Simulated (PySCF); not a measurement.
# A diatomic session: RhO

What are the lowest state that PBE0 finds, the bond length, vibrational wavenumber and bond energy of RhO, and how much do these hang on the method?

The runs use PySCF 2.14.0; Rh x2c-TZVPPall, O x2c-TZVPPall, spin-free X2C with a Gaussian nucleus.

## Step 1: Input

Settings of the job:

```yaml
atoms: Rh, O
charge: 0
basis: Rh x2c-TZVPPall, O x2c-TZVPPall
Hamiltonian: spin-free X2C with a Gaussian nucleus
basis_functions: 110
electrons_treated: 53
masses_in_u: 102.9055, 15.9949
levels: PBE0, PBE, r²SCAN, BHandHLYP, B97-3, TPSSh, M06-L, CAM-B3LYP, HF, MP2, SCS-MP2, CCSD, CCSD(T)
grid: 80 radial by 434 angular points
occupations: held fixed by the projection of orbital angular momentum
dissociation_limit: Rh + O, each in its ground configuration
starting_distance_in_angstrom: 1.775
values_of_2S_to_try: 1, 3, 5, 7
```

Command:

```sh
OMP_NUM_THREADS=2 python dia.py task.json out
```

After this run come: First curve: PBE0; Other states along the same grid; PBE (GGA); r²SCAN (meta-GGA); BHandHLYP (global hybrid GGA); B97-3 (global hybrid GGA); TPSSh (hybrid meta-GGA); M06-L (meta-GGA); CAM-B3LYP; ROHF (mean field); Adding correlation.

Q: Predict the outcome of this session. Wanted: for each run, Re; ωe; De; μ.

The runs gave:

Lowest PBE0 solution found, without spin–orbit coupling: ⁴Σ⁻ (quartet), unpaired electrons σ ↑, π ↑↑. State 2 has its PBE0 minimum 0.30 eV higher, as a spin-mixed determinant (⟨S²⟩ = 1.77), so this is no gap between pure states. State 4 has its PBE0 minimum 0.88 eV higher. The other levels ran on the lowest alone.

| level | Re (Å) | ωe (cm⁻¹) | De (eV) | μ (D) |
| --- | --- | --- | --- | --- |
| PBE | 1.709 | 838 | 5.26 | -3.23 |
| r²SCAN | 1.691 | 873 | 4.48 | -3.31 |
| M06-L | 1.718 | 816 | 4.34 | -3.76 |
| TPSSh | 1.703 | 851 | 4.28 | -3.59 |
| PBE0 | 1.689 | 868 | 4.05 | -3.79 |
| B97-3 | 1.701 | 847 | 4.14 | -3.96 |
| BHandHLYP | 1.694 | 844 | 2.80 | -4.49 |
| CAM-B3LYP | 1.694 | 867 | 4.11 | -4.08 |

De is counted to Rh + O in their ground configurations. A positive dipole means Rh(−)O(+). No constants: ROHF (the points don't follow one smooth fit); ROHF-MP2 (the points don't follow one smooth fit); ROHF-SCS-MP2 (the points don't follow one smooth fit); ROHF-CCSD (the points don't follow one smooth fit); ROHF-CCSD(T) (the points don't follow one smooth fit).

In words: The methods spread over 0.029 Å in bond length, from PBE0 to M06-L. Among the levels with a De in the table, it runs from 2.80 eV (BHandHLYP) to 5.26 eV (PBE).

Correlated steps freeze 15 core orbitals. A negative De means that the minimum lies above the separated atoms at that level. With d or f electrons several states lie close, and the lowest PBE0 determinant need not be the measured ground state. T1 is 0.054 near the minimum (highest on the curve 0.117), which may point to more than one leading configuration. Spin–orbit coupling is left out.
